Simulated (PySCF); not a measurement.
# C4H8AlN: the cost of one run

The runs use PySCF 2.14.0, with density-fitted response routines of our own; the level of theory stands in each step. All values are computed, except where a source is named. Atoms count from 0, in the outputs and in this text.

## 1. Starting geometry

14 atoms, charge 0, multiplicity 1; geometry from: GFN2-xTB. The atoms were then displaced at random by about 0.01 Å, so the start is not that level's minimum.

Bonds of the start (Å): C0–N1 1.15, N1–Al2 2.04, Al2–C3 2.08, C3–C4 1.51, C4–C5 1.56, C5–C0 1.43, Al2–H6 1.53, Al2–H7 1.56, C3–H8 1.12, C3–H9 1.09, C4–H10 1.08, C4–H11 1.10, C5–H12 1.07, C5–H13 1.10.

## 2. Geometry optimisation at PBE0-D3(BJ)/def2-SVP

Job settings and geometry (Å):

```
{"job": {"xc": "PBE0", "basis": "def2-SVP", "d3": "d3bj", "grid": 1, "shake": 0.01, "kind": "geom"}, "charge": 0, "multiplicity": 1}
C     -0.312080     0.447530     2.189960
N     -0.885220    -0.289390     2.859010
Al    -1.566320    -1.643470     1.487320
C     -0.730870    -0.732530    -0.182870
C      0.500930     0.107250     0.029840
C      0.295510     1.195690     1.134270
H     -3.054270    -1.430090     1.760420
H     -0.808910    -2.912570     2.002010
H     -1.531860    -0.078400    -0.619720
H     -0.522450    -1.456800    -0.965730
H      0.801770     0.626170    -0.866730
H      1.329410    -0.537870     0.356950
H      1.216140     1.647390     1.441390
H     -0.389180     1.979970     0.791640
```

Run with:

```sh
$ OMP_NUM_THREADS=1 python probes_run.py task.json out
```

This one command runs all jobs of the session in turn.

**Question.** How long does this first job take on 1 thread of Arm Neoverse V1, shared host, and how much memory does it need?

About 95 s, with a peak of 0.51 GiB.
